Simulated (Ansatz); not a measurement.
The same calculation of FH5OSi2, SMILES O[SiH2][SiH2]F as a Python script and as an input file (Ansatz 0.2.0 through its Python package).

Notebook, run cell by cell (the value of a cell's last expression is shown):

```python
import ansatz
import numpy as np
```

```python
geometry_ang = [
    ('O', [-0.2368, 1.6053, -1.1021]),
    ('Si', [0.5868, 0.5803, -0.1847]),
    ('Si', [-0.7023, -1.2253, 0.5341]),
    ('F', [0.3049, -2.2054, 1.4338]),
    ('H', [0.2059, 2.4151, -1.4586]),
    ('H', [1.7443, 0.1574, -1.0093]),
    ('H', [1.1657, 1.3604, 0.9621]),
    ('H', [-1.7787, -0.7522, 1.3729]),
    ('H', [-1.2012, -1.9818, -0.5653]),
]
geometry = ansatz.Crystal.molecule()
for symbol, xyz in geometry_ang:
    geometry = geometry.atom(symbol, xyz)

base = geometry.calculation()
base = base.basis(gaussian='def2-SVP').functional('pbe0', dispersion='d3bj')
base = base.scf(lower_state_search='off').md('nve', timestep=0.5, steps=40, temperature=200, initial_velocities='maxwell_boltzmann', seed=88)
frames = []
base.session().plan().execute(on_event=lambda e: frames.append(e['data']) if e['event'] == 'md_step' else None)
print('t (fs)   E_pot (eV)      E_kin (eV)   T (K)   d(0-1) (A)')
for f in frames[::2]:
    xyz = np.array(f['positions_ang'])
    print(f'{f["time_fs"]:6.2f} {f["lagrangian_ev"]:14.5f} {f["e_kin_ev"]:10.5f} {f["temperature_k"]:8.1f} {np.linalg.norm(xyz[0] - xyz[1]):9.4f}')
kept = np.array([f['conserved_ev'] for f in frames])
print(f'conserved energy moves by at most {1000 * np.ptp(kept):.3f} meV')
symbols = [site.symbol for site in geometry.cartesian_sites]
with open('last_frame.xyz', 'w') as handle:
    handle.write(f'{len(symbols)}\nt = {frames[-1]["time_fs"]} fs\n')
    handle.writelines('{:2s} {:10.5f} {:10.5f} {:10.5f}\n'.format(s, *xyz) for s, xyz in zip(symbols, frames[-1]['positions_ang']))
```

    t (fs)   E_pot (eV)      E_kin (eV)   T (K)   d(0-1) (A)
      0.00   -20582.27853    0.18096    200.0    1.6033
      1.00   -20582.32610    0.22779    251.7    1.6084
      2.00   -20582.36401    0.26546    293.4    1.6156
      3.00   -20582.38070    0.28282    312.6    1.6243
      4.00   -20582.40770    0.30960    342.2    1.6340
      5.00   -20582.43278    0.33400    369.1    1.6445
      6.00   -20582.42008    0.32168    355.5    1.6557
      7.00   -20582.38775    0.29005    320.6    1.6677
      8.00   -20582.37522    0.27758    306.8    1.6803
      9.00   -20582.38691    0.28866    319.0    1.6930
     10.00   -20582.38850    0.28976    320.2    1.7055
     11.00   -20582.35523    0.25703    284.1    1.7173
     12.00   -20582.31806    0.22043    243.6    1.7277
     13.00   -20582.30694    0.20865    230.6    1.7365
     14.00   -20582.28996    0.19141    211.5    1.7437
     15.00   -20582.25194    0.15410    170.3    1.7493
     16.00   -20582.22963    0.13225    146.2    1.7534
     17.00   -20582.24909    0.15134    167.3    1.7561
     18.00   -20582.28846    0.18993    209.9    1.7574
     19.00   -20582.30312    0.20447    226.0    1.7571
     20.00   -20582.28782    0.19010    210.1    1.7549
    conserved energy moves by at most 1.398 meV

`input.yaml`:
```yaml
crystal:
  periodic: [false, false, false]
  atoms:
    - { symbol: O, position_ang: [-0.2368, 1.6053, -1.1021] }
    - { symbol: Si, position_ang: [0.5868, 0.5803, -0.1847] }
    - { symbol: Si, position_ang: [-0.7023, -1.2253, 0.5341] }
    - { symbol: F, position_ang: [0.3049, -2.2054, 1.4338] }
    - { symbol: H, position_ang: [0.2059, 2.4151, -1.4586] }
    - { symbol: H, position_ang: [1.7443, 0.1574, -1.0093] }
    - { symbol: H, position_ang: [1.1657, 1.3604, 0.9621] }
    - { symbol: H, position_ang: [-1.7787, -0.7522, 1.3729] }
    - { symbol: H, position_ang: [-1.2012, -1.9818, -0.5653] }
basis:
  gaussian:
    orbitals: def2-SVP
hamiltonian:
  xc: pbe0
  dispersion: d3bj
scf:
  lower_state_search: "off"
md:
  timestep: 0.5
  n_steps: 40
  ensemble: nve
  temperature: 200.0
  initial_velocities: maxwell_boltzmann
  seed: 88
```

These settings explore the input space; basis and method may be short of convergence. The trajectory is only some femtoseconds long, so its temperature is not equilibrated; where the script doesn't relax first, it starts from a rough generated geometry. The temperature counts the internal degrees of freedom alone. Run time: 48 s on 1 thread of Intel(R) Xeon(R) 6975P-C (Granite Rapids), on a shared host, peak memory 0.23 GiB.

(Lines on the test bed's own set-up are left out of the output.)
